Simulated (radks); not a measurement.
**Li⁺ in [He]: an all-electron calculation**

Aim: the levels, the sizes of the orbitals and the parts of the energy of the lithium ion Li+.

Program: radks (a radial shooting solver on a logarithmic mesh, Libxc functionals) version 1. Level of theory: Dirac Kohn-Sham, revPBE, spin-unpolarised, spherical densities, finite nucleus. These are calculated values, not measurements, unless marked.

## 1. The system

```
element            : lithium (Z = 3)
charge             : +1
electrons          : 2
configuration      : [He]
nuclear rms radius : 2.444 fm
```

Outer shells as boxes (Hund's rule):

Li⁺
```
1s [↑↓]
```

## 2. Self-consistent calculation

Settings of this run:

```text
Z 3
configuration [He]
relativity Dirac
functional pbe_r,pbe
spin unpolarised
j_filling energy
nucleus finite rms 2.444 fm
c 137.035999084
```

On the command line:

```
> python run_ks.py task.json out
```

The same process makes all the runs of this session.

Q: Predict the outcome of this run.

**Answer**, as computed:

```
                        quantity                    value
                    total energy         -7.28169 hartree
exchange-correlation share of it                  23.19 %
                            −T/E                   0.9945
          highest occupied level        1s1/2, -60.511 eV
    most extended occupied level  1s1/2, <r> = 0.578 bohr
 radius at density 0.001 e/bohr³                1.86 bohr
    maxima of the radial density                        1
         ionisation energy, NIST       75.640 (theory) eV
```

The radial density shows 1 maxima for 1 occupied principal shells. Minus the highest eigenvalue, 60.511 eV, is 80 % of the tabulated ionisation energy (75.640 eV); the potential of a semilocal functional falls off too fast, so its top eigenvalue is too shallow. 
